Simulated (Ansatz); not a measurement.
This script for Ansatz's Python interface starts 6 runs on C₂H₇Ge, SMILES [CH2][GeH2][CH3]. What input does the engine get in each?

`methods.py`:
```python
"""One geometry of C2H7Ge, method by method."""

from pathlib import Path

import ansatz as az
import numpy as np

GEOMETRY = """
C    -1.35640    0.19400   -1.10820
Ge    0.03830    0.67830    0.10030
C     0.72770   -0.95260    0.85510
H    -0.94460   -0.40690   -1.93020
H    -1.80860    1.16380   -1.58160
H    -0.49720    1.60640    1.23310
H     1.18850    1.42460   -0.66870
H    -0.00240   -1.46850    1.41540
H     1.59110   -0.68620    1.60700
H     1.14670   -1.60410    0.08070
"""

geometry = az.Crystal.molecule()
for line in GEOMETRY.strip().splitlines():
    symbol, *xyz = line.split()
    geometry = geometry.atom(symbol, [float(v) for v in xyz])

base = (
    geometry.calculation()
    .basis(gaussian="def2-SVP")
    .spin("collinear", total=1)
)

print("functional    E (Ha)        dipole (D)   HOMO (eV)  LUMO (eV)")
for name in ["cam_b3lyp", "blyp", "r2scan0", "hse06", "pbe0", "hf"]:
    rep = base.functional(name).forces().orbitals().run(threads=1, runs_dir="runs").report
    lines = Path(rep["orbitals_path"]).read_text().splitlines()
    field_of = lambda key: [line.split("=")[1].strip() for line in lines if line.startswith(key)]
    orbitals = [(27.211386 * float(e), s, float(n)) for e, s, n in zip(field_of("Ene="), field_of("Spin="), field_of("Occup="))]
    homo = max(e for e, _, n in orbitals if n > 0.5)
    lumo = min(e for e, _, n in orbitals if n < 0.5)
    dipole = 4.803205 * np.linalg.norm(rep["charge_distribution"]["dipole_moment_e_ang"])
    print(f"{name:10s} {rep['free_energy_ev'] / 27.211386246:14.6f} {dipole:9.3f} {homo:11.3f} {lumo:10.3f}")
```

Run 1:
```yaml
crystal:
  periodic: [false, false, false]
  atoms:
    - { symbol: C, position_ang: [-1.3564, 0.194, -1.1082] }
    - { symbol: Ge, position_ang: [0.0383, 0.6783, 0.1003] }
    - { symbol: C, position_ang: [0.7277, -0.9526, 0.8551] }
    - { symbol: H, position_ang: [-0.9446, -0.4069, -1.9302] }
    - { symbol: H, position_ang: [-1.8086, 1.1638, -1.5816] }
    - { symbol: H, position_ang: [-0.4972, 1.6064, 1.2331] }
    - { symbol: H, position_ang: [1.1885, 1.4246, -0.6687] }
    - { symbol: H, position_ang: [-0.0024, -1.4685, 1.4154] }
    - { symbol: H, position_ang: [1.5911, -0.6862, 1.607] }
    - { symbol: H, position_ang: [1.1467, -1.6041, 0.0807] }
basis:
  gaussian:
    orbitals: def2-SVP
hamiltonian:
  xc: cam_b3lyp
magnetization:
  spin_polarized: true
  initial_magnetization: 1.0
output:
  orbitals: {}
  forces: true
```

Run 2, against run 1:
```diff
-  xc: cam_b3lyp
+  xc: blyp
```

Run 3, against run 1:
```diff
-  xc: cam_b3lyp
+  xc: r2scan0
```

Run 4, against run 1:
```diff
-  xc: cam_b3lyp
+  xc: hse06
```

Run 5, against run 1:
```diff
-  xc: cam_b3lyp
+  xc: pbe0
```

Run 6, against run 1:
```diff
-  xc: cam_b3lyp
+  xc: hf
```

Output of `python methods.py`:
```text
functional    E (Ha)        dipole (D)   HOMO (eV)  LUMO (eV)
cam_b3lyp    -2157.083217     0.572      -8.686     -1.251
blyp         -2157.006536     0.600      -5.691     -3.543
r2scan0      -2156.939783     0.587      -7.781     -1.895
hse06        -2156.650937     0.594      -6.992     -2.700
pbe0         -2156.655923     0.593      -7.398     -2.307
hf           -2154.787449     0.534     -11.056      2.294
```

Caveats:
- These settings explore the input space; basis and method may be short of convergence.
- The geometry is a force-field or estimated start, not a minimum of this method, and the basis set is short of its limit. A lower total doesn't mark the better method: functionals have no common bound, and MP2 and coupled cluster aren't variational.
- The species is open-shell (spin multiplicity 2).
- Levels such as HOMO and LUMO are orbital energies: with these approximate functionals they aren't the ionisation energy and electron affinity, and their gap isn't the fundamental gap.
- hse06 follows the composition of plane-wave codes, whose totals differ by tens of mHa, up to about 0.1 Ha, from the form usual in Gaussian-basis programs (wpbeh).
- Finished in 19 s on 1 thread of AMD EPYC 9R45 96-Core Processor (Zen 5) (shared host), peak memory 0.38 GiB.

(Lines on the test bed's own set-up are left out of the output.)
